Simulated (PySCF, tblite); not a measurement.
**C₄H₅FNSi radical: geometry, infrared bands and EPR parameters**

Wanted: the infrared bands and EPR parameters of C₄H₅FNSi radical (`N[Si@H]1[C]=CC(F)=C1`), by calculation.

The runs use tblite 0.8.0 and PySCF 2.14.0, with density-fitted response routines of our own; the level of theory stands in each step. All values are computed, except where a source is named. Atoms are numbered from 0 throughout.

### 1 The molecule as given

12 atoms, charge 0, multiplicity 2; geometry from: force field or distance geometry start.

Bonds of the start (Å): N0–Si1 1.67, Si1–C2 1.89, C2–C3 1.30, C3–C4 1.44, C4–F5 1.34, C4–C6 1.35, C6–Si1 1.87, N0–H7 1.01, N0–H8 1.02, Si1–H9 1.48, C3–H10 1.09, C6–H11 1.07.

### 2 Optimising the geometry with GFN2-xTB

What the job is given:

```
{"job": {"kind": "relax", "xc": "GFN2-xTB", "basis": "xTB"}, "charge": 0, "multiplicity": 2}
N     -2.145900     0.266200    -0.440500
Si    -0.821100     0.599900     0.525400
C      0.016700    -1.002800     1.072400
C      1.175200    -1.186300     0.521000
C      1.565900    -0.122200    -0.361500
F      2.741700    -0.165600    -1.012600
C      0.697200     0.896600    -0.521400
H     -1.891400    -0.440100    -1.112800
H     -2.880500    -0.150000     0.132400
H     -1.080700     1.590900     1.595400
H      1.809500    -2.049800     0.711800
H      0.814600     1.762600    -1.135600
```

Command:

```
OMP_NUM_THREADS=1 python probes_run.py task.json out
```

This one command runs all jobs of the session in turn.

What it wrote:

```text
step      E/eV     max force
  0    -553.53986    2.468
  1    -553.64206    1.660
  2    -553.68316    0.515
  3    -553.70426    0.426
  4    -553.74071    0.649
  5    -553.76528    0.632
  6    -553.78389    0.356
  7    -553.79364    0.273
  8    -553.79971    0.218
  9    -553.80526    0.193
 10    -553.80883    0.181
 11    -553.81183    0.133
 12    -553.81480    0.146
 13    -553.81763    0.148
 14    -553.81982    0.121
 15    -553.82165    0.109
 16    -553.82354    0.138
 17    -553.82562    0.118
 18    -553.82750    0.115
 19    -553.82888    0.100
 20    -553.83015    0.108
 21    -553.83191    0.136
 22    -553.83416    0.136
 23    -553.83632    0.108
 24    -553.83779    0.091
 25    -553.83880    0.101
 26    -553.84016    0.120
 27    -553.84234    0.143
 28    -553.84497    0.148
 29    -553.84714    0.126
 30    -553.84866    0.103
 31    -553.84987    0.113
 32    -553.85109    0.097
 33    -553.85221    0.089
 34    -553.85299    0.071
 35    -553.85354    0.066
 36    -553.85402    0.067
 37    -553.85443    0.071
 38    -553.85471    0.046
 39    -553.85486    0.033
 40    -553.85495    0.024
 41    -553.85500    0.025
 42    -553.85505    0.017
 43    -553.85508    0.016
 44    -553.85510    0.016
 45    -553.85514    0.017
 46    -553.85518    0.023
 47    -553.85524    0.022
 48    -553.85529    0.021
 49    -553.85533    0.016
 50    -553.85537    0.019
 51    -553.85542    0.018
 52    -553.85546    0.019
 53    -553.85549    0.014
 54    -553.85551    0.012
 55    -553.85552    0.010
 56    -553.85554    0.011
 57    -553.85555    0.012
 58    -553.85557    0.011
 59    -553.85558    0.008
```

Wall time 0.28 s (1 thread of Arm Neoverse V2, shared host).

Relaxation path: (not every step is listed)

```csv
step,energy from step 0 (eV),largest force (eV/Å)
0,0.0000,2.4683
1,-0.1022,1.6605
2,-0.1433,0.5147
3,-0.1644,0.4255
4,-0.2009,0.6494
5,-0.2254,0.6321
6,-0.2440,0.3563
7,-0.2538,0.2734
8,-0.2599,0.2182
12,-0.2749,0.1459
16,-0.2837,0.1383
20,-0.2903,0.1084
24,-0.2979,0.0915
28,-0.3051,0.1477
32,-0.3112,0.0974
36,-0.3142,0.0672
40,-0.3151,0.0244
44,-0.3152,0.0158
48,-0.3154,0.0205
52,-0.3156,0.0185
54,-0.3157,0.0115
55,-0.3157,0.0104
56,-0.3157,0.0108
57,-0.3157,0.0124
58,-0.3157,0.0109
59,-0.3157,0.0083
```

Distances of close pairs at the start and the end, largest changes first:

```csv
bond,before (Å),after (Å),change (Å)
N0–Si1,1.673,1.718,+0.045
C3–C4,1.437,1.468,+0.031
Si1–C6,1.868,1.894,+0.026
C2–C3,1.296,1.322,+0.026
Si1–H9,1.481,1.457,-0.025
C4–C6,1.348,1.332,-0.017
N0–H8,1.020,1.006,-0.014
C3–H10,1.088,1.078,-0.010
```

The next job starts from the end point, and lists it.

### 3 Infrared spectrum with GFN2-xTB

What the job is given:

```
{"job": {"kind": "ir", "xc": "GFN2-xTB", "basis": "xTB"}, "charge": 0, "multiplicity": 2}
N     -2.235304     0.279335    -0.403697
Si    -0.808944     0.428220     0.542054
C      0.118983    -1.104278     1.145869
C      1.326767    -1.179310     0.614071
C      1.612614    -0.104713    -0.343910
F      2.817008    -0.110903    -0.953649
C      0.672389     0.809836    -0.574329
H     -2.209890    -0.249507    -1.260772
H     -3.116411     0.148718     0.063569
H     -1.069516     1.388680     1.605701
H      2.077380    -1.931087     0.799767
H      0.816122     1.624322    -1.260701
```

What it wrote:

```text
mode    cm-1     km/mol
  1     100.2      0.50
  2     138.3      0.83
  3     222.9     11.46
  4     236.2      7.56
  5     307.6     29.31
  6     364.3      4.18
  7     402.6     32.75
  8     503.0    165.00
  9     516.6     28.77
 10     523.8     84.12
 11     554.4     10.83
 12     631.0     84.62
 13     728.2     62.53
 14     762.5     30.15
 15     777.1     45.45
 16     823.7     80.03
 17     828.4     57.93
 18     901.1     58.98
 19     931.8    181.41
 20    1081.6     40.27
 21    1131.1      1.32
 22    1230.3    147.88
 23    1505.8     52.65
 24    1570.5     29.10
 25    1634.5    112.97
 26    2307.2    287.20
 27    3086.6     12.78
 28    3130.0     18.03
 29    3475.6     13.05
 30    3518.5      0.36
```

It took 0.29 s on 1 thread of Arm Neoverse V2, shared host.

The strongest bands and the atoms that carry them (share of the mass-weighted mode):

```csv
cm⁻¹,km/mol,atoms
503,165.0,"H7 35 %, H8 30 %, N0 19 %"
524,84.1,"H9 20 %, C3 15 %, Si1 13 %, C2 11 %"
631,84.6,H9 84 %
824,80.0,"H7 27 %, H8 19 %, H10 13 %, N0 10 %"
932,181.4,"Si1 39 %, N0 37 %"
1230,147.9,"C4 53 %, H11 18 %, C3 13 %"
1634,113.0,"C4 39 %, C6 27 %, C3 17 %, C2 15 %"
2307,287.2,H9 97 %
```

### 4 g tensor and hyperfine couplings: B3LYP/pcH-1

Same as in step 3 but for these lines:

```diff
@@ -1,2 +1,2 @@
-{"job": {"kind": "ir", "xc": "GFN2-xTB", "basis": "xTB"}, "charge": 0, "multiplicity": 2}
+{"job": {"kind": "epr", "basis": "pcH-1"}, "charge": 0, "multiplicity": 2}
 N     -2.235304     0.279335    -0.403697
```

With the program's defaults for keys left out, this is: UKS B3LYP, pcH-1 on C F H N Si, non-relativistic, mean-field spin-orbit, GIAO.

What it wrote:

```text
UKS, coarse grid
  cycle   1  E = -599.35601750  |g| = 5.11e-01
  cycle   2  E = -599.24447144  |g| = 7.33e-01
  cycle   3  E = -599.45215477  |g| = 1.14e-01
  cycle   4  E = -599.45854460  |g| = 4.56e-02
  cycle   5  E = -599.45953721  |g| = 1.92e-02
  cycle   6  E = -599.45972749  |g| = 5.60e-03
  cycle   7  E = -599.45977567  |g| = 2.38e-03
  cycle   8  E = -599.45979744  |g| = 1.84e-03
  cycle   9  E = -599.45980643  |g| = 1.26e-03
  cycle  10  E = -599.45981067  |g| = 7.92e-04
UKS, final grid
  cycle   1  E = -599.45980423  |g| = 1.21e-03
  cycle   2  E = -599.45980269  |g| = 2.28e-03
  cycle   3  E = -599.45980538  |g| = 2.57e-04
  cycle   4  E = -599.45980551  |g| = 1.81e-04
  cycle   5  E = -599.45980574  |g| = 7.66e-05
  cycle   6  E = -599.45980574  |g| = 3.13e-05
  cycle   7  E = -599.45980575  |g| = 1.24e-05
E = -599.45980575 Eh   <S^2> = 0.7657 (exact 0.7500)
g shifts (ppm)      1          2          3
  rmc          -163       -163       -163
  gc             41          9          2
  oz_so        -543        -39       1130
  total        -665       -193        969
hyperfine (MHz)  atom isotope    a_iso     a_fc   dipolar eigenvalues
    0   14N       0.29       0.28     -0.36     -0.23      0.60
    1  29Si     -50.05     -50.14    -22.11     10.08     12.03
    2   13C     340.89     341.01    -79.13    -53.96    133.09
    3   13C     -11.12     -11.13    -20.45      4.15     16.30
    4   13C      97.70      97.70     -7.17     -0.38      7.55
    5   19F      13.56      13.51    -32.67     -6.10     38.76
    6   13C      19.81      19.81    -13.38      0.91     12.47
    7    1H      -0.16      -0.16     -1.75     -1.39      3.14
    8    1H      -0.83      -0.83     -1.75     -1.07      2.82
    9    1H      -4.33      -4.33     -3.48     -2.52      6.01
   10    1H      85.80      85.81     -6.10     -4.52     10.63
   11    1H      13.44      13.44     -3.66      0.37      3.29
```

Run time: 61 s. Hardware: 1 thread of Arm Neoverse V2, shared host; peak memory 0.91 GiB.

Principal g values 2.00165, 2.00213, 2.00329; g(iso) = 2.00236, against 2.00232 for a free electron.

Mean a(iso) over the nuclei that a row names, and the largest dipolar term of the row (other rows stand at the frozen geometry):

```csv
nuclei,isotope,a(iso) (MHz),"a(iso) (G, at g = 2.0023)",largest dipolar term (MHz)
C2,13C,340.9,121.6,133.1
C4,13C,97.7,34.9,7.5
H10,1H,85.8,30.6,10.6
Si1,29Si,-50.1,-17.9,-22.1
C6,13C,19.8,7.1,-13.4
F5,19F,13.6,4.8,38.8
H11,1H,13.4,4.8,-3.7
C3,13C,-11.1,-4.0,-20.4
H9,1H,-4.3,-1.5,6.0
"H7, H8",1H,-0.5,-0.2,3.1
N0,14N,0.3,0.1,0.6
```

Mulliken spin populations:

```csv
atom,value (e)
N0,0.00
Si1,0.04
C2,1.00
C3,-0.16
C4,0.09
F5,0.01
C6,-0.02
H7,0.00
H8,0.00
H9,0.00
H10,0.04
H11,0.01
```

In first order the couplings over 0.8 MHz of 1H, 19F give 16 distinct lines over 41.8 G, if the averaged nuclei exchange fast.

The fields below are evaluated on a grid from the run's orbitals.

ELF in a plane through or near 6 of the atoms.

Values, 10 rows by 14 columns:
```
0.00 0.00 0.00 0.00 0.00 0.00 0.00 0.00 0.00 0.00 0.00 0.00 0.00 0.00
0.00 0.00 0.00 0.00 0.00 0.00 0.03 0.01 0.00 0.00 0.00 0.00 0.00 0.00
0.00 0.00 0.00 0.04 0.01 0.19 0.98 0.91 0.03 0.00 0.00 0.00 0.00 0.00
0.00 0.00 0.13 0.74 0.70 0.11 0.84 0.73 0.04 0.29 0.67 0.09 0.00 0.00
0.00 0.00 0.35 0.87 0.79 0.39 0.45 0.86 0.25 0.84 0.88 0.30 0.01 0.00
0.00 0.00 0.01 0.07 0.38 0.91 0.07 0.33 0.13 0.84 0.91 0.91 0.20 0.00
0.00 0.00 0.10 0.93 0.97 0.38 0.50 0.85 0.42 0.33 0.63 0.85 0.05 0.00
0.00 0.00 0.04 0.89 0.90 0.19 0.83 0.91 0.40 0.00 0.00 0.00 0.00 0.00
0.00 0.00 0.00 0.00 0.00 0.03 0.50 0.60 0.11 0.00 0.00 0.00 0.00 0.00
0.00 0.00 0.00 0.00 0.00 0.00 0.00 0.00 0.00 0.00 0.00 0.00 0.00 0.00
```
The map spans 11.3 Å across and 9.5 Å up, centred on the molecule. Atoms in the plane (x, y in Å): C2 (-0.4, -1.5), C3 (-1.6, -1.0), C4 (-1.6, 0.4), F5 (-2.8, 1.0), H8 (3.1, -0.5), H10 (-2.5, -1.6).

On the surface of density 0.002 e/bohr³ the electrostatic potential runs, from the 1st to the 99th percentile, from -0.86 V near N0 to 1.81 V near H8.

The spin density lies nearest to C2 73 %; C3 7 % (beta excess).

### 5 Outcome

```
                                 quantity                  value
strongest single infrared mode (GFN2-xTB)  2307 cm⁻¹, 287 km/mol
             zero-point energy (GFN2-xTB)          48.5 kcal/mol
                           g(iso) (B3LYP)                2.00236
                                     ⟨S²⟩     0.766 (exact 0.75)
       largest a(iso) (averaged by class)   13C on C2, 340.9 MHz
    surface potential, 1st and 99th percentile     -0.86 V and 1.81 V
```

What this shows: The optimisation took 59 steps and gained 0.316 eV; among the close pairs (by a distance rule), N0–Si1 changed most, from 1.673 to 1.718 Å. All 30 modes are real, so the xTB geometry is a minimum. The strongest single mode, at 2307 cm⁻¹, moves mainly H9. GFN2-xTB is a fitted tight-binding method: band positions and strengths are rough. Its intensities can rank the bands wrongly. Most of the unpaired spin sits on C2 (1.00 e). The isotropic g lies 0.0 ppt above the free-electron value.
